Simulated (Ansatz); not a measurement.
# C₂H₄BFSi, SMILES FC1=CB1[SiH3]: energies of removing a hydrogen

Computed with Ansatz 0.2.0, Python API.

Interactive session:
```pycon
>>> import ansatz as az
>>> config = {
...     "basis_set": "6-31G*",
...     "level": "MP2",
... }
>>> def total_energy(molecule, charge=0, unpaired=0):
...     calc = (
...         molecule.calculation()
...         .basis(gaussian=config["basis_set"])
...         .correlation(config["level"])
...     )
...     if charge:
...         calc = calc.charge(charge)
...     if unpaired:
...         calc = calc.spin("collinear", total=unpaired)
...     return calc.run(threads=1).report["free_energy_ev"]
...
>>> def without(molecule, index):
...     rest = az.Crystal.molecule()
...     for i, site in enumerate(molecule.cartesian_sites):
...         if i != index:
...             rest = rest.atom(site.symbol, site.position_ang)
...     return rest
...
>>> geometry_ang = [
...     ("F", (1.9473, 1.8739, -1.1741)),
...     ("C", (1.4245, 0.7617, -0.6498)),
...     ("C", (1.6415, -0.5394, -0.1914)),
...     ("B", (0.3514, -0.0101, -0.1182)),
...     ("Si", (-1.578, -0.1856, 0.4013)),
...     ("H", (2.3753, -1.329, 0.0155)),
...     ("H", (-2.3884, 0.6413, -0.4693)),
...     ("H", (-1.9573, -1.5688, 0.3232)),
...     ("H", (-1.7278, 0.3098, 1.8456)),
... ]
>>> c2h4bfsi = az.Crystal.molecule()
>>> for symbol, xyz in geometry_ang:
...     c2h4bfsi = c2h4bfsi.atom(symbol, xyz)
...
>>> whole = total_energy(c2h4bfsi, 0)
>>> hydrogen = total_energy(az.Crystal.molecule().atom("H", (0, 0, 0)), 0, 1)
>>> print(f"E(molecule) = {whole:.5f} eV, E(H) = {hydrogen:.5f} eV")
E(molecule) = -13376.49799 eV, E(H) = -13.55761 eV
>>> for index in [5, 8]:
...     radical = total_energy(without(c2h4bfsi, index), 0, 1)
...     print(f"H{index}: homolysis {(radical + hydrogen - whole):.3f} eV")
...
H5: homolysis 4.636 eV
H8: homolysis 3.515 eV
```

What to keep in mind:
- Total energies depend on the basis set; only differences at equal settings carry meaning.
- The geometry is a force-field or estimated start, not a minimum of this method, and the basis set is short of its limit. All parts are taken at fixed geometry, without zero-point energy.
- Wall time of the script: 4.5 s on 1 thread of Arm Neoverse V1, on a shared host, peak memory 0.23 GiB.
